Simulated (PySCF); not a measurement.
# [Tb(CH3)2]+: other functionals and bases at one geometry

One table from this session's results is given with a row withheld; the runs are named, their logs left out.

The runs use PySCF 2.14.0; several levels, as the steps say, no spin–orbit coupling.

1 further run of the same task is left out (for a known fault of the program).

### Starting geometry

9 atoms, charge 1, spin multiplicity 1.

Bond lengths: Tb1–C2 2.269 Å, Tb1–H4 2.845 Å, Tb1–H5 2.862 Å, Tb1–C6 2.269 Å, Tb1–H8 2.845 Å, Tb1–H9 2.862 Å, C2–H3 1.106 Å, C2–H4 1.107 Å, C2–H5 1.108 Å, C6–H7 1.106 Å, C6–H8 1.107 Å, C6–H9 1.108 Å. Angles: C2–Tb1–H4 21.4°, C2–Tb1–H5 21.2°, C2–Tb1–C6 99.3°, C2–Tb1–H8 83.9°, C2–Tb1–H9 92.4°, H4–Tb1–H5 36.1°, H4–Tb1–C6 83.9°, H4–Tb1–H8 73.7°, H4–Tb1–H9 73.0°, H5–Tb1–C6 92.4°, H5–Tb1–H8 73.0°, H5–Tb1–H9 93.2°, C6–Tb1–H8 21.4°, C6–Tb1–H9 21.2°, H8–Tb1–H9 36.1°, Tb1–C2–H3 114.2°, Tb1–C2–H4 110.0°, Tb1–C2–H5 111.1° and more.

Coordinates:

```xyz
9

Tb    0.0000    0.0000   -0.2392
C     1.7292   -0.0184    1.2305
H     2.7116    0.2133    0.7774
H     1.5483    0.7171    2.0379
H     1.8201   -1.0040    1.7279
C    -1.7292    0.0184    1.2305
H    -2.7116   -0.2133    0.7774
H    -1.5483   -0.7171    2.0379
H    -1.8201    1.0040    1.7279
```

Formal oxidation states: Tb +3. Each metal's 8 4f electrons lie in its core potential, so multiplicities, spins and levels count the valence alone. An earlier session relaxed this geometry at PBE0, Tb lcecp-1-SVP with ECP54, C def2-SVP, H def2-SVP (singlet, point group C2).

At PBE0 on the finer grid: E = -115.872061 Eh, HOMO -11.70 eV, LUMO -7.06 eV, Mulliken charge on Tb1 +1.26 e, largest force component 0.008 eV/Å. 

Levels to run: PBE; BP86; PBE0, TZVP. Hardware: 2 threads of Intel Xeon Platinum 8259CL at 2.50GHz (Skylake/Cascade Lake), shared host.

The first run:

Contents of run.py (the lines that set the calculation):

```python
mol = gto.M(atom='''
Tb     0.00000     0.00000    -0.23915
C      1.72918    -0.01841     1.23046
H      2.71163     0.21330     0.77738
H      1.54827     0.71706     2.03793
H      1.82006    -1.00404     1.72785
C     -1.72918     0.01841     1.23046
H     -2.71163    -0.21330     0.77738
H     -1.54827    -0.71706     2.03793
H     -1.82006     1.00404     1.72785''',
    basis={'Tb': 'lcecp-1-SVP', 'C': 'def2-SVP', 'H': 'def2-SVP'},
    ecp={'Tb': 'lcecp-1-SVP'},
    charge=1, spin=0)
mf = dft.RKS(mol, xc='PBE')
mf.grids.atom_grid = (75, 302)  # f atoms: unpruned, at least (60, 302)
mf = mf.density_fit()  # fitting sets: Tb AutoAux, C def2-universal-JKFIT, H def2-universal-JKFIT
mf.conv_tol = 1e-08; mf.max_cycle = 55
mf.kernel(dm0)  # dm0: the density of the relaxed state
```

Launch:

```
OMP_NUM_THREADS=2 python run.py
```

Among the steps run: PBE; BP86; PBE0, TZVP.

One table of the session follows, with a row left open; its other results are not shown here.

| level | HOMO (eV) | gap (eV) | charge on Tb1 (e) | dipole (D) | largest force component (eV/Å) |
| --- | --- | --- | --- | --- | --- |
| PBE0 (relaxed here) | -11.70 | 4.64 | 1.26 | 3.60 | 0.01 |
| PBE | -10.54 | 2.67 | 1.13 | 2.95 | 0.23 |
| BP86 | -10.63 | 2.89 | 1.15 | 2.96 | 0.26 |
| PBE0, TZVP | ? | ? | ? | ? | ? |

Estimate the missing values for PBE0, TZVP.

As computed: HOMO (eV): -11.65; gap (eV): 4.61; charge on Tb1 (e): 1.55; dipole (D): 3.73; largest force component (eV/Å): 0.26. In the column «HOMO (eV)» it lies between PBE0 (relaxed here) (-11.70) and BP86 (-10.63).

The dipole of a charged species depends on the origin, so these sizes hold for this origin alone.

In one basis the HOMO–LUMO gap runs from 2.67 eV (PBE) to 4.64 eV (PBE0). The largest leftover force, 0.26 eV/Å with BP86, stands at a geometry relaxed at another level. With 4f in the core, its levels are missing from HOMO and gap, and its count is fixed, so no charge can pass from the ligands into it. Total energies of different levels can't be compared.
